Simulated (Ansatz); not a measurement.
# Mg3AgC6N6: the cost of one run

Program: Ansatz 0.2.0. Level of theory: DFT PBE, scalar-relativistic, plane waves, PAW. These are calculated values, not measurements.

## (1) Starting point

It takes space group Fm-3m (No. 225, cubic). Conventional cell: a = 11.178 Å, b = 11.178 Å, c = 11.178 Å, α = 90.00°, β = 90.00°, γ = 90.00°. Mg (site symmetry m-3m) has 6 N at 2.16 Å in its first shell of neighbours. Mg (site symmetry -43m) is surrounded by 12 C at 3.99 Å and 12 N at 4.00 Å. Around Ag (site symmetry m-3m) lie 6 C at 2.26 Å. C (site symmetry 4mm) is surrounded by 1 N at 1.17 Å. N (site symmetry 4mm) has 1 C at 1.17 Å in its first shell of neighbours.

As a file:

```
Mg Ag C N
1.0
     0.00000    5.58895    5.58895
     5.58895    0.00000    5.58895
     5.58895    5.58895    0.00000
Mg Ag C N
3 1 6 6
Direct
  0.50000 0.50000 0.50000
  0.25000 0.25000 0.25000
  0.75000 0.75000 0.75000
  0.00000 0.00000 0.00000
  0.79767 0.20233 0.20233
  0.20233 0.79767 0.20233
  0.20233 0.20233 0.79767
  0.20233 0.79767 0.79767
  0.79767 0.20233 0.79767
  0.79767 0.79767 0.20233
  0.69311 0.30689 0.30689
  0.30689 0.69311 0.30689
  0.30689 0.30689 0.69311
  0.30689 0.69311 0.69311
  0.69311 0.30689 0.69311
  0.69311 0.69311 0.30689
```

It is the end of an earlier relaxation with the same method, from a generated guess; it is a trial structure. At a tolerance of 0.05 Å it has space group Fm-3m (No. 225); it has 21.82 Å³/atom, an uncorrected energy of +0.59 eV/atom over the elements.

## (2) Electronic structure at the relaxed geometry

File input.yaml:

```yaml
crystal:
  lattice:
    - [0.0, 5.5889513132, 5.5889513132]
    - [5.5889513132, 0.0, 5.5889513132]
    - [5.5889513132, 5.5889513132, 0.0]
  atoms:
    - { symbol: Mg, position: [0.5, 0.5, 0.5] }
    - { symbol: Mg, position: [0.25, 0.25, 0.25], spin: 0.59 }
    - { symbol: Mg, position: [0.75, 0.75, 0.75], spin: 0.59 }
    - { symbol: Ag, position: [0.0, 0.0, 0.0], spin: 0.64 }
    - { symbol: C, position: [0.797671393, 0.202328607, 0.202328607] }
    - { symbol: C, position: [0.202328607, 0.797671393, 0.202328607] }
    - { symbol: C, position: [0.202328607, 0.202328607, 0.797671393] }
    - { symbol: C, position: [0.202328607, 0.797671393, 0.797671393] }
    - { symbol: C, position: [0.797671393, 0.202328607, 0.797671393] }
    - { symbol: C, position: [0.797671393, 0.797671393, 0.202328607] }
    - { symbol: "N", position: [0.6931059657, 0.3068940343, 0.3068940343] }
    - { symbol: "N", position: [0.3068940343, 0.6931059657, 0.3068940343] }
    - { symbol: "N", position: [0.3068940343, 0.3068940343, 0.6931059657] }
    - { symbol: "N", position: [0.3068940343, 0.6931059657, 0.6931059657] }
    - { symbol: "N", position: [0.6931059657, 0.3068940343, 0.6931059657] }
    - { symbol: "N", position: [0.6931059657, 0.6931059657, 0.3068940343] }
basis:
  ecutwfc: 420
kpoints:
  mp_grid: { grid: [6, 6, 6] }
  band_path:
    path:
      - [[0.0, 0.0, 0.0], [0.5, 0.0, 0.5], [0.625, 0.25, 0.625]]
      - [[0.375, 0.375, 0.75], [0.0, 0.0, 0.0], [0.5, 0.5, 0.5], [0.5, 0.25, 0.75], [0.5, 0.0, 0.5]]
    npoints: 10
hamiltonian:
  xc: pbe
scf:
  occupations: { method: gaussian, width: 0.1 }
  n_extra_bands: 40
output:
  forces: true
  stress: true
  eigenvalues: true
  populations: true
  dos: { projected: true, de: 0.02, nscf_kmesh: { grid: [8, 8, 8] } }
  bader: false
  write_density: true
  write_potential: true
  elf: true
  volumetric_format: npy
magnetization:
  spin_polarized: true
checkpoint:
  read: start.run
  write: ck
  compress: false
  write_wavefunctions: false
  write_every: 100000
```

Run with:

```
$ ansatz run input.yaml --threads 1 --pin off --max-ram 2560MiB --backend cpu --events-out ev --progress --plain --runs-dir out
```

What time and memory should one allow on 1 thread of AMD EPYC 9R45 (Zen 5), shared host?

About 92 s, with a peak of 1.9 GiB.
